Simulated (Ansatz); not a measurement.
# CH6AsO: the cost of one run

Method: RKS PBE-D4/def2-SVP, in Ansatz 0.2.0.

### Step 1. The structure to begin with

Bond lengths: C1–O2 1.445 Å, O2–As3 2.048 Å, C1–H4 1.091 Å, C1–H5 1.090 Å, C1–H6 1.092 Å, O2–H7 0.973 Å, As3–H8 1.493 Å, As3–H9 1.493 Å. Angles: C1–O2–As3 116.9°, C1–O2–H7 108.5°, As3–O2–H7 109.7°, O2–C1–H4 108.2°, O2–C1–H5 107.6°, O2–C1–H6 112.1°, H4–C1–H5 109.2°, H4–C1–H6 110.1°, H5–C1–H6 109.6°, O2–As3–H8 88.9°, O2–As3–H9 88.1°, H8–As3–H9 90.5°.

As a file:

```xyz
9

C    -0.4154    0.8720   -0.7770
O     0.5637    0.0076   -0.1593
As    0.0066   -0.9315    1.5730
H    -0.0120    1.2156   -1.7309
H    -1.3108    0.2772   -0.9593
H    -0.6652    1.7274   -0.1457
H     1.3759    0.5213   -0.0078
H    -0.7720   -1.9107    0.7581
H     1.2292   -1.7789    1.4489
```

### Step 2. Relaxing end A

The input, input.yaml:

```yaml
crystal:
  periodic: [false, false, false]
  atoms:
    - { symbol: C, position_ang: [-0.41545, 0.87203, -0.77697] }
    - { symbol: O, position_ang: [0.56369, 0.00764, -0.15933] }
    - { symbol: As, position_ang: [0.00661, -0.93153, 1.57299] }
    - { symbol: H, position_ang: [-0.01201, 1.21565, -1.73086] }
    - { symbol: H, position_ang: [-1.31079, 0.27718, -0.95933] }
    - { symbol: H, position_ang: [-0.66517, 1.72739, -0.14568] }
    - { symbol: H, position_ang: [1.3759, 0.52128, -0.00783] }
    - { symbol: H, position_ang: [-0.77202, -1.91069, 0.75805] }
    - { symbol: H, position_ang: [1.22923, -1.77894, 1.44895] }
total_charge: 1
basis:
  gaussian: { orbitals: def2-SVP }
hamiltonian:
  xc: pbe
  dispersion: d4
relax:
  f_tol: 0.015
  max_steps: 40
```

Command:

```sh
$ ansatz run input.yaml --threads 1 --pin off --max-ram 2048MiB --backend cpu --events-out ev --progress --plain --runs-dir out
```

**Question.** How long does this run take on 1 thread of Arm Neoverse V1, shared host, and how much memory does it need?

About 15 s, with a peak of 0.12 GiB.
